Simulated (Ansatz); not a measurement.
**C3H9CuFP: how energies converge with the basis set**

Aim: see how fast density functionals converge with the basis set for C3H9CuFP.

Computed with Ansatz 0.2.0, Gaussian basis. Level: one geometry, several basis sets.

Levels to be run: PBE0-D4/def2-SVP; ωB97M-V/def2-SVP; PBE0-D4/def2-QZVPP; ωB97M-V/def2-QZVPP; the functionals' def2-TZVPP values are taken from earlier runs.

### Step 1. The relaxed structure

An earlier PBE0-D4 in a triple-zeta def2 set relaxation fixed the geometry.

15 atoms, charge 0, spin multiplicity 1.

Atoms are counted from 1 here; the program's logs count them from 0.

Bond lengths: C1–P2 1.820 Å, C1–H7 1.093 Å, C1–H8 1.091 Å, C1–H9 1.091 Å, P2–C3 1.820 Å, P2–C4 1.820 Å, P2–Cu5 2.141 Å, C3–H10 1.091 Å, C3–H11 1.093 Å, C3–H12 1.091 Å, C4–H13 1.091 Å, C4–H14 1.093 Å, C4–H15 1.091 Å, Cu5–F6 1.773 Å. Angles: P2–C1–H7 111.2°, P2–C1–H8 109.5°, P2–C1–H9 109.5°, H7–C1–H8 109.3°, H7–C1–H9 109.3°, H8–C1–H9 108.0°, C1–P2–C3 103.1°, C1–P2–C4 103.1°, C1–P2–Cu5 115.3°, C3–P2–C4 103.1°, C3–P2–Cu5 115.3°, C4–P2–Cu5 115.3°, P2–C3–H10 109.5°, P2–C3–H11 111.2°, P2–C3–H12 109.5°, H10–C3–H11 109.3°, H10–C3–H12 108.0°, H11–C3–H12 109.3° and more.

Geometry (Å):

```csv
atom,x (Å),y (Å),z (Å)
C1,-0.65002,-0.57764,1.47421
P2,-0.04558,0.30395,0.00101
C3,1.69383,-0.22079,-0.10827
C4,-0.83436,-0.59615,-1.37030
Cu5,-0.36359,2.42149,0.00765
F6,-0.62714,4.17525,0.01303
H7,-0.45416,-1.65019,1.40152
H8,-1.72329,-0.41355,1.58107
H9,-0.15734,-0.18058,2.36296
H10,2.13597,0.17474,-1.02387
H11,1.77921,-1.31016,-0.10737
H12,2.24974,0.18512,0.73817
H13,-0.46034,-0.21152,-2.32027
H14,-0.63040,-1.66793,-1.30927
H15,-1.91252,-0.43203,-1.34026
```

### Step 2. PBE0-D4 in def2-SVP

Contents of in.yaml:

```yaml
crystal:
  periodic: [false, false, false]
  atoms:
    - {symbol: C, position_ang: [-0.650017, -0.577642, 1.474207]}
    - {symbol: P, position_ang: [-0.045582, 0.303955, 0.001008]}
    - {symbol: C, position_ang: [1.693828, -0.220795, -0.108270]}
    - {symbol: C, position_ang: [-0.834357, -0.596152, -1.370301]}
    - {symbol: Cu, position_ang: [-0.363591, 2.421493, 0.007653]}
    - {symbol: F, position_ang: [-0.627140, 4.175255, 0.013034]}
    - {symbol: H, position_ang: [-0.454160, -1.650194, 1.401515]}
    - {symbol: H, position_ang: [-1.723293, -0.413552, 1.581070]}
    - {symbol: H, position_ang: [-0.157341, -0.180585, 2.362958]}
    - {symbol: H, position_ang: [2.135965, 0.174737, -1.023874]}
    - {symbol: H, position_ang: [1.779213, -1.310163, -0.107370]}
    - {symbol: H, position_ang: [2.249744, 0.185115, 0.738170]}
    - {symbol: H, position_ang: [-0.460339, -0.211516, -2.320266]}
    - {symbol: H, position_ang: [-0.630405, -1.667925, -1.309274]}
    - {symbol: H, position_ang: [-1.912516, -0.432031, -1.340259]}
basis:
  gaussian: {orbitals: def2-SVP}
hamiltonian: {xc: pbe0, dispersion: d4}
output: {orbitals: {seedname: orbitals}}
```

Started as:

```bash
> ansatz run in.yaml --threads 2 --pin off --events-out ev --progress --plain --max-ram 20480MiB --backend cpu
```

The runs that follow: ωB97M-V in def2-SVP; PBE0-D4 in def2-QZVPP; ωB97M-V in def2-QZVPP.

**Question.** What will the summary of the whole plan be? Wanted: PBE0-D4: double and triple zeta above quadruple; ωB97M-V: double and triple zeta above quadruple.

As calculated:

| quantity | value |
| --- | --- |
| PBE0-D4: double and triple zeta above quadruple | 19.09, 1.81 eV |
| ωB97M-V: double and triple zeta above quadruple | 19.42, 1.76 eV |

What this shows: PBE0-D4 gains 17.28 eV from double to triple zeta, then 1.81 eV more. Total energies overstate the basis error of differences, where much of it tends to cancel. The LUMO of ωB97M-V is positive and keeps falling with the basis (1.65 to 0.85 eV): an unbound level that the basis holds in place.
